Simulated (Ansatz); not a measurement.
# K3NaS2: a single-point run

The task is a single-point run on K3NaS2. The structure is shown as the input types it.

Method: density functional or hybrid calculation with the settings of its input, plane waves (as first typed), in Ansatz 0.2.0.

### Step 1. The starting structure

The structure is hexagonal, space group P-6m2 (No. 187). The conventional cell has a = 5.066 Å, b = 5.066 Å, c = 7.148 Å, α = 90.00°, β = 90.00°, γ = 120.00°. K (site symmetry 3m) has 6 S at 3.42 to 3.43 Å and 3 Na at 3.42 Å and 5 K at 3.43 to 3.59 Å as nearest neighbours. K (site symmetry -6m2) is surrounded by 3 S at 2.93 Å. Na (site symmetry -6m2) is surrounded by 3 S at 2.93 Å. Around S (site symmetry -6m2) lie 3 Na at 2.93 Å and 8 K at 3.42 to 3.57 Å. Around S (site symmetry -6m2) lie 9 K at 2.93 to 3.43 Å.

Structure file:

```cif
data_structure
_symmetry_space_group_name_H-M 'P 1'
_symmetry_Int_Tables_number 1
_cell_length_a 5.0663
_cell_length_b 5.0663
_cell_length_c 7.1476
_cell_angle_alpha 90.000
_cell_angle_beta 90.000
_cell_angle_gamma 120.000
_cell_volume 158.88
loop_
_atom_site_label
_atom_site_type_symbol
_atom_site_fract_x
_atom_site_fract_y
_atom_site_fract_z
_atom_site_occupancy
K1 K 0.66667 0.33333 0.74889 1
K2 K 0.66667 0.33333 0.25111 1
K3 K 0.33333 0.66667 0.00000 1
Na1 Na 0.00000 0.00000 0.50000 1
S1 S 0.33333 0.66667 0.50000 1
S2 S 0.00000 0.00000 0.00000 1
```

### Step 2. Running it

File input.yaml:

```yaml
crystal:
  lattice:
    - [5.0662505682, 0.0, 0.0]
    - [-2.5331252841, 4.387501694, 0.0]
    - [0.0, 0.0, 7.1475572258]
  atoms:
    - { symbol: K, position: [0.6666666667, 0.3333333333, 0.7488881696] }
    - { symbol: K, position: [0.6666666667, 0.3333333333, 0.2511118304] }
    - { symbol: K, position: [0.3333333333, 0.6666666667, 0.0] }
    - { symbol: Na, position: [0.0, 0.0, 0.5] }
    - { symbol: S, position: [0.3333333333, 0.6666666667, 0.5] }
    - { symbol: S, position: [0.0, 0.0, 0.0] }
kpoints:
  mp_grid: { grid: [6, 6, 4] }
hamiltonian:
  xc: pbesol
scf:
  occupations: { method: fixed }
  n_extra_bands: 5
  max_iter: 86
output:
  forces: true
  stress: true
  eigenvalues: true
basis:
  ecutrho_ratio: 1
```

Launch:

```console
$ ansatz run input.yaml --threads 4 --pin off --max-ram 4608MiB --backend cpu --events-out ev --progress --plain --runs-dir out
```

**Question.** How will this run end, and is anything wrong with its input?

This run ends as converged, with warnings (cutoff below recommended). Its log warns: «basis.ecutrho_ratio = 1 (ecutrho = 420 eV) is below the records' recommended 1680 eV»

Look at the input: basis.ecutrho_ratio is 1. The density cutoff must be at least four times the energy cutoff of the waves.

Run again and compare: delete basis.ecutrho_ratio (the default then holds).
